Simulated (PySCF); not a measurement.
# AlH2SeCl (SMILES [Cl][AlH][SeH]), step by step, part 3 of 3

PySCF 2.14.0.

### Step 5. Attachment energies at EOM-CCSD/pc-1 (root kind ea) (run 4)

File geometry.xyz:

```xyz
5
AlClH2Se
Cl    -1.786399    -0.110280    -1.080347
Al    -0.289394    -0.586888     0.276168
Se     1.502322     0.735725     0.323669
H     -0.460698    -1.758271     1.141598
H      1.084069     1.646114    -0.702387
```

File input.py:

```python
# [Cl][AlH][SeH]
import numpy
from pyscf import gto, cc

mol = gto.Mole()
mol.atom = 'geometry.xyz'
mol.verbose = 4
mol.basis = 'pc-1'
mol.max_memory = 1860
mol.charge = 0
mol.build()

mf = mol.RHF()
mf.kernel()

mycc = cc.CCSD(mf, frozen=19)
mycc.kernel()
energy = mycc.e_tot
print('E = %.10f Eh' % energy)

e, vec = mycc.eaccsd(nroots=3)
roots = numpy.atleast_1d(e) * 27.211386
print('EOM-EA-CCSD roots (eV)')
for i, w in enumerate(roots, 1):
    print('%3d %10.4f' % (i, w))
```

Started as:

```sh
$ OMP_NUM_THREADS=1 python input.py
```

The program printed:

```text
PySCF version 2.14.0

[INPUT] num. atoms = 5
[INPUT] num. electrons = 66
[INPUT] charge = 0
[INPUT] spin (= nelec alpha-beta = 2S) = 0
[INPUT] symmetry False subgroup None
[INPUT] Mole.unit = angstrom
[INPUT] Symbol           X                Y                Z      unit          X                Y                Z       unit  Magmom
[INPUT]  1 Cl    -1.786399000000  -0.110280000000  -1.080347000000 AA   -3.375804859197  -0.208398997017  -2.041559949495 Bohr   0.0
[INPUT]  2 Al    -0.289394000000  -0.586888000000   0.276168000000 AA   -0.546875402092  -1.109057585794   0.521881884369 Bohr   0.0
[INPUT]  3 Se     1.502322000000   0.735725000000   0.323669000000 AA    2.838977130909   1.390318752996   0.611645765012 Bohr   0.0
[INPUT]  4 H     -0.460698000000  -1.758271000000   1.141598000000 AA   -0.870593046135  -3.322650642765   2.157307564351 Bohr   0.0
[INPUT]  5 H      1.084069000000   1.646114000000  -0.702387000000 AA    2.048593510131   3.110704629812  -1.327319063455 Bohr   0.0

nuclear repulsion = 275.485179040895
number of shells = 13
number of NR pGTOs = 171
number of NR cGTOs = 73
basis = pc-1
ecp = {}

******** <class 'pyscf.scf.hf.RHF'> ********
method = RHF
initial guess = minao
damping factor = 0
level_shift factor = 0
DIIS = <class 'pyscf.scf.diis.CDIIS'>
diis_start_cycle = 1
diis_space = 8
diis_damp = 0
SCF conv_tol = 1e-09
SCF conv_tol_grad = None
SCF max_cycles = 50
direct_scf = True
direct_scf_tol = 1e-13
Set gradient conv threshold to 3.16228e-05
Initial guess from minao.
init E= -3101.62147250866
  HOMO = -0.31619004602711  LUMO = 0.0278816712278824  gap/eV = 9.36267
cycle= 1 E= -3102.3586015041  delta_E= -0.737  |g|= 0.306  |ddm|= 1.79
  HOMO = -0.381579821923831  LUMO = 0.0343028412828095  gap/eV = 11.31674
cycle= 2 E= -3102.39541545539  delta_E= -0.0368  |g|= 0.108  |ddm|= 0.497
  HOMO = -0.378397914479062  LUMO = 0.0553339953476493  gap/eV = 11.80245
cycle= 3 E= -3102.39972579496  delta_E= -0.00431  |g|= 0.0257  |ddm|= 0.133
  HOMO = -0.376649499283492  LUMO = 0.055384414165911  gap/eV = 11.75624
cycle= 4 E= -3102.40016392694  delta_E= -0.000438  |g|= 0.00419  |ddm|= 0.0557
  HOMO = -0.376947981211571  LUMO = 0.05524502020234  gap/eV = 11.76057
cycle= 5 E= -3102.40017802094  delta_E= -1.41e-05  |g|= 0.00116  |ddm|= 0.00922
  HOMO = -0.376978579666781  LUMO = 0.055105519411196  gap/eV = 11.75761
cycle= 6 E= -3102.4001791056  delta_E= -1.08e-06  |g|= 0.000296  |ddm|= 0.00255
  HOMO = -0.37697909785564  LUMO = 0.0551436171388238  gap/eV = 11.75866
cycle= 7 E= -3102.40017918552  delta_E= -7.99e-08  |g|= 5.99e-05  |ddm|= 0.000806
  HOMO = -0.376982569806485  LUMO = 0.055140230703389  gap/eV = 11.75866
cycle= 8 E= -3102.40017918891  delta_E= -3.39e-09  |g|= 1.69e-05  |ddm|= 0.000159
  HOMO = -0.376979384755635  LUMO = 0.0551411232473078  gap/eV = 11.75860
cycle= 9 E= -3102.40017918924  delta_E= -3.22e-10  |g|= 4.98e-06  |ddm|= 4.47e-05
  HOMO = -0.376979998701009  LUMO = 0.0551409327329937  gap/eV = 11.75861
Extra cycle  E= -3102.40017918927  delta_E= -2.91e-11  |g|= 2.35e-06  |ddm|= 9.64e-06
converged SCF energy = -3102.40017918927

******** <class 'pyscf.cc.ccsd.CCSD'> ********
CC2 = 0
CCSD nocc = 14, nmo = 54
frozen orbitals 19
max_cycle = 50
direct = 0
conv_tol = 1e-07
conv_tol_normt = 1e-05
diis_space = 6
diis_start_cycle = 0
diis_start_energy_diff = 1e+09
Init t2, MP2 energy = -3102.71430101593  E_corr(MP2) -0.314121826663065
Init E_corr(CCSD) = -0.314121826667118
cycle = 1  E_corr(CCSD) = -0.338064279524728  dE = -0.0239424529  norm(t1,t2) = 0.0454944
cycle = 2  E_corr(CCSD) = -0.344467739034995  dE = -0.00640345951  norm(t1,t2) = 0.0144198
cycle = 3  E_corr(CCSD) = -0.346623535800145  dE = -0.00215579677  norm(t1,t2) = 0.00647315
cycle = 4  E_corr(CCSD) = -0.347095933102716  dE = -0.000472397303  norm(t1,t2) = 0.00178605
cycle = 5  E_corr(CCSD) = -0.346994595211786  dE = 0.000101337891  norm(t1,t2) = 0.000670864
cycle = 6  E_corr(CCSD) = -0.346990477428112  dE = 4.11778367e-06  norm(t1,t2) = 0.000152045
cycle = 7  E_corr(CCSD) = -0.346994067898888  dE = -3.59047078e-06  norm(t1,t2) = 5.3154e-05
cycle = 8  E_corr(CCSD) = -0.346994680334642  dE = -6.12435753e-07  norm(t1,t2) = 1.44254e-05
cycle = 9  E_corr(CCSD) = -0.346994477418793  dE = 2.02915848e-07  norm(t1,t2) = 5.46967e-06
cycle = 10  E_corr(CCSD) = -0.346994427545293  dE = 4.98735004e-08  norm(t1,t2) = 1.84904e-06
CCSD converged
E(CCSD) = -3102.74717361681  E_corr = -0.346994427545293
E = -3102.7471736168 Eh

******** <class 'pyscf.cc.eom_rccsd.EOMEA'> ********
max_space = 20
max_cycle = 50
conv_tol = 1e-07
partition = None
EOM-CCSD root 0 E = 0.03125255478730834  qpwt = 0.97797  conv = True
EOM-CCSD root 1 E = 0.08164203332001815  qpwt = 0.976194  conv = True
EOM-CCSD root 2 E = 0.08405895227357935  qpwt = 0.973562  conv = True
EOM-EA-CCSD roots (eV)
  1     0.8504
  2     2.2216
  3     2.2874
```

It took 9.6 s on 1 thread of Arm Neoverse V1, shared host; peak memory 0.25 GiB.

### Step 6. Results

The summary covers parts 1 to 3.

```
                                                                   quantity             value
                                  run 1, HF/STO-3G: total energy at the end    -3069.20302 Eh
                                            run 1, HF/STO-3G: dipole moment            1.52 D
                                              run 1, HF/STO-3G: HOMO energy          -7.71 eV
                                              run 1, HF/STO-3G: LUMO energy           7.44 eV
                                            run 1, HF/STO-3G: HOMO–LUMO gap          15.15 eV
                               run 2, HF/STO-3G: lowest harmonic wavenumber          156 cm⁻¹
                              run 2, HF/STO-3G: highest harmonic wavenumber         2946 cm⁻¹
                                        run 2, HF/STO-3G: zero-point energy       56.6 kJ/mol
run 2, HF/STO-3G: ideal-gas entropy at 298.15 K (symmetry number 1 as used)  73.8 cal/(mol K)
                             run 3, NEVPT2(6,6)/ccECP-cc-pVDZ: total energy      -27.39011 Eh
     run 3, NEVPT2(6,6)/ccECP-cc-pVDZ: dipole moment (Hartree–Fock density)            0.49 D
      run 3, NEVPT2(6,6)/ccECP-cc-pVDZ: HOMO energy (Hartree–Fock orbitals)         -10.21 eV
      run 3, NEVPT2(6,6)/ccECP-cc-pVDZ: LUMO energy (Hartree–Fock orbitals)           1.48 eV
    run 3, NEVPT2(6,6)/ccECP-cc-pVDZ: HOMO–LUMO gap (Hartree–Fock orbitals)          11.69 eV
                    run 4, EOM-CCSD/pc-1: ground-state or mean-field energy    -3102.74717 Eh
                 run 4, EOM-CCSD/pc-1: dipole moment (Hartree–Fock density)            0.90 D
                  run 4, EOM-CCSD/pc-1: HOMO energy (Hartree–Fock orbitals)         -10.26 eV
                  run 4, EOM-CCSD/pc-1: LUMO energy (Hartree–Fock orbitals)           1.50 eV
                run 4, EOM-CCSD/pc-1: HOMO–LUMO gap (Hartree–Fock orbitals)          11.76 eV
         run 4, EOM-CCSD/pc-1: correlation energy (19 core orbitals frozen)        -347.0 mEh
                                        run 4, EOM-CCSD/pc-1: T1 diagnostic             0.008
              run 4, EOM-CCSD/pc-1: lowest attachment energy, E(N+1) − E(N)           0.85 eV
```

In words: The optimisation (run 1, HF/STO-3G) took 20 steps and changed the energy by -0.947 eV. Mulliken charges (run 1, HF/STO-3G) run from -0.49 on Cl1 to +1.00 on Al2; they depend strongly on the basis. All 9 modes (run 2, HF/STO-3G) are real, so the shape is a minimum at this level. A positive attachment energy means an unbound electron; such a root is set by the basis.
